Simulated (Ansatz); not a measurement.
# GaPN (quartet): from Hartree-Fock to the top rungs at a displaced geometry (v2), cc-pVDZ

An exercise on one series of results from a longer session: the logs are not shown, and one member is left open.

Computed with Ansatz 0.2.0, Gaussian basis. Level: cc-pVDZ, core rule «outside noble gas», up to 20 orbitals frozen.

The runs, in order: UHF; CCSD(T) on ROHF; CCSD(T) on UHF; BCCD(T) on ROHF; CISD as a restricted active space (open shells left free, so some higher excitations enter); CCSDT(Q) on ROHF; CCSDT(Q) on UHF; CASSCF and MRCISD+Q, 9 electrons in 10 orbitals; CASSCF and NEVPT2, 9 electrons in 10 orbitals.

35 further runs of the same task are left out: 8 for a known fault of the program, 12 that didn't finish, 15 set aside as unsound or not needed. Runs told in other sessions of the task aren't counted.

## What is computed

The geometry is a PBE0/def2-TZVP stationary point (not a proven minimum) with its atoms shifted at random (size 0.100 Å). No spin-orbit coupling is included. The filled d shell of Ga may be among the frozen orbitals whatever the setting's name suggests.

3 atoms, charge 0, spin multiplicity 4.

Atoms are counted from 1 here; the program's logs count them from 0.

Bond lengths: N1–Ga2 1.855 Å, Ga2–P3 2.167 Å. Angles: N1–Ga2–P3 172.8°.

As a file:

```xyz
3
GaNP
N     0.0844    0.0052   -1.9539
Ga   -0.0805    0.0136   -0.1059
P    -0.0039   -0.0188    2.0598
```

Set-up of the first run:

in.yaml

```yaml
crystal:
  periodic: [false, false, false]
  atoms:
    - {symbol: N, position_ang: [0.084376, 0.005225, -1.953902]}
    - {symbol: Ga, position_ang: [-0.080498, 0.013599, -0.105909]}
    - {symbol: P, position_ang: [-0.003878, -0.018825, 2.059811]}
basis:
  gaussian: {orbitals: cc-pVDZ}
magnetization: {spin_polarized: true, initial_magnetization: 3}
hamiltonian: {xc: hf}
output: {orbitals: {seedname: orbitals}}
```

On the command line:

```sh
$ ansatz run in.yaml --threads 1 --pin off --events-out ev --progress --plain --max-ram 2393MiB
```

Among the steps run: UHF; CCSD(T) on ROHF; CCSD(T) on UHF; BCCD(T) on ROHF; CISD as a restricted active space (open shells left free, so some higher excitations enter); CCSDT(Q) on ROHF; CCSDT(Q) on UHF; CASSCF and MRCISD+Q, 9 electrons in 10 orbitals; CASSCF and NEVPT2, 9 electrons in 10 orbitals.

One table of the session follows, with a row left open; its other results are not shown here.

It belongs to the step «Misses and costs». 

| method | from RCCSDT(Q) (kcal/mol) |
| --- | --- |
| UHF | ? |
| RMP2 | +28.56 |
| UMP2 | +40.11 |
| RCCSD | +13.08 |
| UCCSD | +10.30 |
| RCCSD(T) | +2.38 |
| UCCSD(T) | +2.85 |
| BCCD(T) | +2.83 |
| RCCSDT | +1.47 |
| UCCSDT | +0.84 |
| RCCSDT(Q) | 0 |
| UCCSDT(Q) | -0.21 |
| CASSCF valence | +141.28 |
| NEVPT2 valence | +26.21 |
| MRCISD valence | +13.73 |
| MRCISD+Q valence | +1.09 |

**Question.** Estimate the row for UHF.

The run gave: from RCCSDT(Q) (kcal/mol): +183.26. In the column «from RCCSDT(Q) (kcal/mol)» it is the highest.

Not comparable, so not listed: CISD as a restricted active space (open shells left free, so some higher excitations enter) (they don't share determinant, frozen orbitals or solution with the rows shown, or repeat one).

To keep in mind: The report flags that the cluster equations may have other roots. Left out of the table: ROHF (another determinant or state than the rows shown). The program flags RCCSD(T), BCCD(T), RCCSDT(Q) as in doubt, so the zero of the table is itself unsure. Warnings: spin contamination; coupled cluster took another determinant than the lowest; large T1 diagnostic. Restricted and unrestricted rows rest on different reference determinants; a gap between their highest levels can come from leftover correlation error, from unlike frozen cores or from another state.
